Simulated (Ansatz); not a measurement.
# F2H4O2Si2: small, medium and large basis sets

Aim: see how fast density functionals converge with the basis set for F2H4O2Si2.

The runs use Ansatz 0.2.0, Gaussian basis; one geometry, several basis sets.

Plan: PBE0-D4/def2-SVP; ωB97M-V/def2-SVP; PBE0-D4/def2-QZVPP; ωB97M-V/def2-QZVPP; the functionals' def2-TZVPP values are taken from earlier runs.

## (1) The geometry

The geometry comes from an earlier relaxation with PBE0-D4 in a triple-zeta def2 set; it is a stationary point, not always the lowest conformer.

SMILES `O[Si](F)(F)O[SiH3]`, 10 atoms, charge 0, spin multiplicity 1.

Atoms are counted from 1 here; the program's logs count them from 0.

Bond lengths: O1–Si2 1.611 Å, O1–H7 0.958 Å, Si2–F3 1.581 Å, Si2–F4 1.581 Å, Si2–O5 1.590 Å, O5–Si6 1.640 Å, Si6–H8 1.481 Å, Si6–H9 1.483 Å, Si6–H10 1.483 Å. Angles: Si2–O1–H7 119.1°, O1–Si2–F3 111.1°, O1–Si2–F4 111.1°, O1–Si2–O5 108.3°, F3–Si2–F4 105.2°, F3–Si2–O5 110.6°, F4–Si2–O5 110.6°, Si2–O5–Si6 155.0°, O5–Si6–H8 107.8°, O5–Si6–H9 109.5°, O5–Si6–H10 109.4°, H8–Si6–H9 110.1°, H8–Si6–H10 110.1°, H9–Si6–H10 109.8°.

## (2) PBE0-D4 in def2-SVP

in.yaml

```yaml
crystal:
  periodic: [false, false, false]
  atoms:
    - {symbol: O, position_ang: [-1.909519, 0.651595, 1.316894]}
    - {symbol: Si, position_ang: [-0.326536, 0.579653, 1.025195]}
    - {symbol: F, position_ang: [0.304594, 2.027263, 0.956688]}
    - {symbol: F, position_ang: [0.435757, -0.150553, 2.201987]}
    - {symbol: O, position_ang: [-0.107487, -0.192003, -0.347882]}
    - {symbol: Si, position_ang: [0.784293, -0.865815, -1.548511]}
    - {symbol: H, position_ang: [-2.217290, 1.093271, 2.109017]}
    - {symbol: H, position_ang: [-0.151239, -1.364233, -2.582990]}
    - {symbol: H, position_ang: [1.687666, 0.157924, -2.128174]}
    - {symbol: H, position_ang: [1.582963, -1.988302, -0.999124]}
basis:
  gaussian: {orbitals: def2-SVP}
hamiltonian: {xc: pbe0, dispersion: d4}
output: {orbitals: {seedname: orbitals}}
```

Run with:

```sh
$ ansatz run in.yaml --threads 4 --pin off --events-out ev --progress --plain --max-ram 10444MiB
```

Further steps of the session: ωB97M-V in def2-SVP; PBE0-D4 in def2-QZVPP; ωB97M-V in def2-QZVPP.

Q: Predict the results of all the runs planned. Wanted: PBE0-D4: double and triple zeta above quadruple; ωB97M-V: double and triple zeta above quadruple.

As calculated:

| quantity | value |
| --- | --- |
| PBE0-D4: double and triple zeta above quadruple | 19.48, 1.13 eV |
| ωB97M-V: double and triple zeta above quadruple | 19.62, 1.05 eV |

PBE0-D4 gains 18.35 eV from double to triple zeta, then 1.13 eV more. Total energies overstate the basis error of differences, where much of it tends to cancel. The LUMO of ωB97M-V is positive and keeps falling with the basis (2.27 to 1.08 eV): an unbound level that the basis holds in place.
